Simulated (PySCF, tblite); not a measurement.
# C₆H₁₃PSi: infrared bands and NMR shifts

Wanted: the infrared bands and NMR shifts of C₆H₁₃PSi (`CC1=CCP(C[SiH3])C1`), by calculation.

Computed with tblite 0.8.0 and PySCF 2.14.0, with density-fitted response routines of our own, on a single molecule in the gas phase. Atoms are numbered from 0 throughout.

## 1. The molecule as given

21 atoms, charge 0, multiplicity 1; geometry from: GFN2-xTB.

Bonds of the start (Å): C0–C1 1.49, C1–C2 1.32, C2–C3 1.50, C3–P4 1.87, P4–C5 1.86, C5–Si6 1.90, P4–C7 1.87, C7–C1 1.50, C0–H8 1.09, C0–H9 1.09, C0–H10 1.09, C2–H11 1.08, C3–H12 1.09, C3–H13 1.10, C5–H14 1.09, C5–H15 1.09, Si6–H16 1.46, Si6–H17 1.47, Si6–H18 1.47, C7–H19 1.10, C7–H20 1.09.

## 2. Vibrational analysis with GFN2-xTB

What the job is given:

```
{"job": {"kind": "ir", "xc": "GFN2-xTB", "basis": "xTB"}, "charge": 0, "multiplicity": 1}
C     -2.358961    -1.405591     0.223005
C     -1.494126    -0.213319    -0.020495
C     -1.589722     0.959075     0.588213
C     -0.627131     2.022224     0.161934
P      0.720216     1.143373    -0.797080
C      1.644927     0.465442     0.662782
Si     3.035225    -0.730859     0.158952
C     -0.421580    -0.306717    -1.071043
H     -2.884878    -1.682079    -0.690848
H     -3.091269    -1.200089     0.999976
H     -1.752689    -2.259648     0.525804
H     -2.324594     1.184781     1.346188
H     -0.202067     2.574861     1.004066
H     -1.121318     2.750930    -0.490526
H      0.935996    -0.005059     1.348229
H      2.085496     1.323420     1.176454
H      3.976906    -0.038416    -0.718886
H      2.490396    -1.901575    -0.535448
H      3.705848    -1.184472     1.381110
H     -0.864708    -0.230545    -2.070274
H      0.129112    -1.248794    -1.027883
```

**Question.** This job is followed by: GIAO PBE0/pcSseg-1 NMR shielding, non-relativistic, gas phase. What will the session give for the following? strongest single infrared mode (GFN2-xTB); zero-point energy (GFN2-xTB); ¹³C shifts against TMS (PBE0/pcSseg-1); ¹H shifts against TMS (PBE0/pcSseg-1, means over atoms taken as alike); ³¹P shifts against H3PO4 (PBE0/pcSseg-1); ²⁹Si shifts against TMS (PBE0/pcSseg-1).

**Answer**, as computed:

| quantity | value |
| --- | --- |
| strongest single infrared mode (GFN2-xTB) | 2236 cm⁻¹, 346 km/mol |
| zero-point energy (GFN2-xTB) | 103.7 kcal/mol |
| ¹³C shifts against TMS (PBE0/pcSseg-1) | 147.1, 130.6, 42.7, 41.5, 22.1, 8.0 ppm |
| ¹H shifts against TMS (PBE0/pcSseg-1, means over atoms taken as alike) | 5.73, 3.87, 2.50, 2.30, 1.98, 0.66 ppm |
| ³¹P shifts against H3PO4 (PBE0/pcSseg-1) | -22.0 ppm |
| ²⁹Si shifts against TMS (PBE0/pcSseg-1) | -77.2 ppm |

No mode is imaginary among the 57: a minimum at this level. The strongest single mode, at 2236 cm⁻¹, moves mainly H17. GFN2-xTB is a fitted tight-binding method: band positions and strengths are rough. Its intensities can rank the bands wrongly. The most deshielded hydrogen is H11 (hydrogen on an alkene CH), at 5.73 ppm: a vinylic proton, deshielded by the sp2 carbon and the C=C anisotropy. At PBE0/pcSseg-1: The widest tensor belongs to C1: span 206 ppm, with a paramagnetic part of -223 ppm.
